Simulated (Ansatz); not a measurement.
# SiMoP3: the cost of one run

Program: Ansatz 0.2.0. Level of theory: DFT PBE, scalar-relativistic, plane waves, PAW, unless a step names another level. These are calculated values, not measurements.

## 1. The structure to begin with

It takes space group P3m1 (No. 156, trigonal). The conventional cell has a = 3.452 Å, b = 3.452 Å, c = 9.287 Å, α = 90.00°, β = 90.00°, γ = 120.00°. Si (site symmetry 3m) has 4 P at 2.25 to 2.27 Å in its first shell of neighbours. Mo (site symmetry 3m) has 6 P at 2.41 to 2.47 Å in its first shell of neighbours. P (site symmetry 3m) has 3 Si at 2.25 Å in its first shell of neighbours. P (site symmetry 3m) has 1 Si at 2.27 Å and 3 Mo at 2.47 Å in its first shell of neighbours. Around P (site symmetry 3m) lie 3 Mo at 2.41 Å.

As a file:

```
Si Mo P
1.0
     3.45155    0.00000    0.00000
    -1.72577    2.98913    0.00000
     0.00000    0.00000    9.28705
Si Mo P
1 1 3
Cartesian
  0.0000 1.9928 5.2569
  0.0000 0.0000 1.5346
  0.0000 0.0000 6.2992
  0.0000 1.9928 2.9855
  0.0000 1.9928 0.1761
```

It came out lowest among 32 distinct ends of the trial cells. At a tolerance of 0.05 Å it has space group P3m1 (No. 156).

## 2. A stricter relaxation, on the response runs' mesh and smearing

input.yaml

```yaml
crystal:
  lattice:
    - [3.4515490495, 0.0, 0.0]
    - [-1.7257745247, 2.9891291593, 0.0]
    - [0.0, 0.0, 9.2870453203]
  atoms:
    - { symbol: Si, position: [0.3333333333, 0.6666666667, 0.5660453412] }
    - { symbol: Mo, position: [0.0, 0.0, 0.1652375186] }
    - { symbol: P, position: [0.0, 0.0, 0.678277757] }
    - { symbol: P, position: [0.3333333333, 0.6666666667, 0.3214738187] }
    - { symbol: P, position: [0.3333333333, 0.6666666667, 0.0189655646] }
basis:
  ecutwfc: 420
kpoints:
  mp_grid: { grid: [12, 12, 4] }
hamiltonian:
  xc: pbe
scf:
  occupations: { method: gaussian, width: 0.1 }
output:
  forces: true
  stress: true
  eigenvalues: true
relax:
  adjacent_minimum: "off"
  f_tol: 0.001
  max_steps: 60
  cell: { stress_tol: 0.01 }
```

Command:

```bash
$ ansatz run input.yaml --threads 3 --pin off --max-ram 7680MiB --backend cpu --events-out ev --progress --plain --runs-dir out
```

**Question.** How long does this run take on 3 threads of Arm Neoverse V1, shared host, and how much memory does it need?

About 22 s, with a peak of 0.44 GiB.
